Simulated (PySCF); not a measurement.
# InO: bond curves at several levels of theory

The task here is to estimate one member of a computed series from the others.

Computed with PySCF 2.14.0. Level: In def2-TZVPPD with ECP28, O def2-TZVPPD, scalar-relativistic core potentials.

Set-up of the first run:

The job is set up so:

- atoms: In, O
- charge: 0
- basis: In def2-TZVPPD with ECP28, O def2-TZVPPD
- Hamiltonian: scalar-relativistic core potentials
- basis functions: 96
- electrons treated: 29
- masses in u: 114.9039, 15.9949
- levels: PBE0, PBE, r²SCAN, BP86, PW91, B3LYP, BLYP, LDA, ωB97X, HF, MP2, SCS-MP2, CCSD, CCSD(T)
- grid: 80 radial by 434 angular points
- occupations: held fixed by the projection of orbital angular momentum
- dissociation limit: In + O, each in its ground configuration
- starting distance in angstrom: 1.990
- values of 2S to try: 1, 3

On the command line:

```bash
> OMP_NUM_THREADS=2 python dia.py task.json out
```

Among the steps run: Input; PBE0 along the bond; Higher solutions at PBE0; PBE; r²SCAN; BP86 (GGA); PW91 (GGA); B3LYP (global hybrid GGA); BLYP (GGA); LDA (local density); ωB97X (range-separated hybrid); UHF (mean field); Correlated methods on the Hartree–Fock reference.

One table of the session follows, with a row left open; its other results are not shown here.

It belongs to the step «The curves together». Energy (eV) from each level's lowest point:

```
R (Å)    UHF  UHF-MP2  UHF-SCS-MP2  UHF-CCSD  UHF-CCSD(T)
1.799  0.835    0.862        0.892       n/a          n/a
1.883  0.338    0.366        0.386     0.363        0.381
1.966  0.085    0.105        0.116     0.102        0.113
2.029  0.008    0.019        0.024     0.017        0.022
2.092  0.000    0.000        0.000     0.000        0.000
2.155      ?        ?            ?         ?            ?
2.238  0.156    0.131        0.121     0.136        0.123
2.343  0.355    0.315        0.299     0.321        0.300
2.469  0.638    0.586        0.565     0.591        0.560
2.636  1.034    1.002        0.979       n/a          n/a
```

**Question.** Estimate the row for R (Å) = 2.155.

Worked estimate for «UHF». A straight line through the neighbours (2.092, 0.000) and (2.238, 0.156) gives 0.000 + (0.156 − 0.000) × (2.155 − 2.092) / (2.238 − 2.092) = 0.067; a parabola fitted to 4 rows on both sides gives 0.048.

The run gave: UHF: 0.043; UHF-MP2: 0.032; UHF-SCS-MP2: 0.028; UHF-CCSD: 0.034; UHF-CCSD(T): 0.029. In «UHF» the line misses by +0.024 and the parabola by +0.005.

Limits of these values: At some levels the lowest empty orbital lies below the highest filled one (the two can be of opposite spin).
